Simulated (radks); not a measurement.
**Cu⁴⁺ in [Ne] 3s2 3p5 3d8: an all-electron calculation**

The task here is to estimate one member of a computed series from the others.

Method: scalar-relativistic Kohn-Sham, r2SCAN, spin-polarised, spherical densities, finite nucleus; open shells are filled with parallel spins first. Code: radks (a radial shooting solver on a logarithmic mesh, Libxc functionals) version 1.

## What is computed

| Item | Value |
| --- | --- |
| element | copper (Z = 29) |
| charge | +4 |
| electrons | 25 |
| configuration | [Ne] 3s2 3p5 3d8 |
| nuclear rms radius | 3.8823 fm |

Outer shells as boxes (Hund's rule):

Cu⁴⁺
```
[Ne] core
3s [↑↓]
3p [↑↓][↑↓][↑ ]
3d [↑↓][↑↓][↑↓][↑ ][↑ ]
```

Set-up of the first run:

The run's settings:

```text
Z 29
configuration [Ne] 3s2 3p5 3d8 4s0 4p0
relativity scalar-relativistic
functional r2scan,r2scan
spin polarised
nucleus finite rms 3.8823 fm
c 137.035999084
```

One of the session's tables, all rows but one given; the rest of the session is left out.

It belongs to the step «Radial structure». Sizes of the orbitals, from the radial functions (bohr):

| level | <r> | outermost maximum (interpolated) | 90 % within | nodes |
| --- | --- | --- | --- | --- |
| 1s up | 0.05214 | 0.0341 | 0.0931 | 0 |
| 1s down | 0.05213 | 0.0341 | 0.0931 | 0 |
| 2s up | ? | ? | ? | ? |
| 2s down | 0.2346 | 0.196 | 0.363 | 1 |
| 2p up | 0.2064 | 0.158 | 0.337 | 0 |
| 2p down | 0.2061 | 0.158 | 0.337 | 0 |
| 3s up | 0.6962 | 0.608 | 1.04 | 2 |
| 3s down | 0.7004 | 0.610 | 1.05 | 2 |
| 3p up | 0.7220 | 0.612 | 1.10 | 1 |
| 3p down | 0.7284 | 0.615 | 1.12 | 1 |
| 3d up | 0.7919 | 0.578 | 1.31 | 0 |
| 3d down | 0.8126 | 0.582 | 1.35 | 0 |
| 4s up | 1.889 | 1.70 | 2.74 | 3 |
| 4s down | 1.925 | 1.73 | 2.79 | 3 |
| 4p up | 2.139 | 1.91 | 3.12 | 2 |
| 4p down | 2.180 | 1.95 | 3.17 | 2 |

Q: Estimate the row for 2s up from the others.

The run gave: <r>: 0.2348; outermost maximum (interpolated): 0.196; 90 % within: 0.364; nodes: 1. In the column «<r>» it lies between 2s down (0.2346) and 3s up (0.6962).
